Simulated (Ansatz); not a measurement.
H4MoN2S2, SMILES [NH2][Mo]([NH2])(=[S])=[S], vertical spin-state energies

Computed with the Ansatz DFT code, driven from Python.

Notebook, run cell by cell (the value of a cell's last expression is shown):

**Cell 1**
```python
import ansatz as az
from ase import Atoms
```

**Cell 2**
```python
atoms = Atoms(["N", "Mo", "N", "S", "S", "H", "H", "H", "H"], positions=[
    (-1.1747, 1.3308, -0.2915),
    (0.3108, -0.085, -0.4267),
    (0.3475, -1.1914, 1.3677),
    (0.0062, -1.3399, -1.9988),
    (2.1221, 0.8437, -0.7399),
    (-2.1197, 0.8706, -0.179),
    (-1.246, 1.8396, -1.2349),
    (0.6388, -0.4955, 2.136),
    (1.2037, -1.8192, 1.3498),
])
molecule = az.Crystal.molecule_from_ase(atoms)

calc = (
    molecule.calculation()
    .basis(gaussian="def2-SVPD")
    .functional("HF")
)
found = {}
for unpaired in [0, 2]:
    r = calc.spin("collinear", total=unpaired).run().report
    s = unpaired / 2
    found[unpaired] = r["free_energy_ev"]
    print(f"2S+1 = {unpaired + 1}: E = {found[unpaired]:.5f} eV, <S^2> = {abs(r['mean_field']['state']['spin_squared']):.3f} (pure state {s * (s + 1):.2f})")
lowest = min(found, key=found.get)
for unpaired, e in found.items():
    print(f"multiplicity {unpaired + 1}: {(e - found[lowest]):.3f} eV above the lowest")
```
Output:
```text
2S+1 = 1: E = -26489.91364 eV, <S^2> = 0.288 (pure state 0.00)
2S+1 = 3: E = -26489.25041 eV, <S^2> = 2.144 (pure state 2.00)
multiplicity 1: 0.000 eV above the lowest
multiplicity 3: 0.663 eV above the lowest
```

In order: multiplicity 1 (+0.00 eV) and multiplicity 3 (+0.66 eV), all at the one geometry.

Total energies depend on the basis set; only differences at equal settings carry meaning. The geometry is a force-field or estimated start, not a minimum of this method, and the basis set is short of its limit. All parts are taken at fixed geometry, without zero-point energy. def2 sets replace the cores of elements past krypton by effective core potentials. The expectation value of S² is noticeably off S(S+1) in at least one run, so that state is spin-contaminated. Hartree-Fock leaves correlation out, so it favours high-spin states too much. Spin-orbit coupling, which mixes and shifts the spin states of heavy atoms, is left out. It ran for 120 s on 1 thread of Intel(R) Xeon(R) 6975P-C (Granite Rapids), on a shared host, peak memory 0.92 GiB.
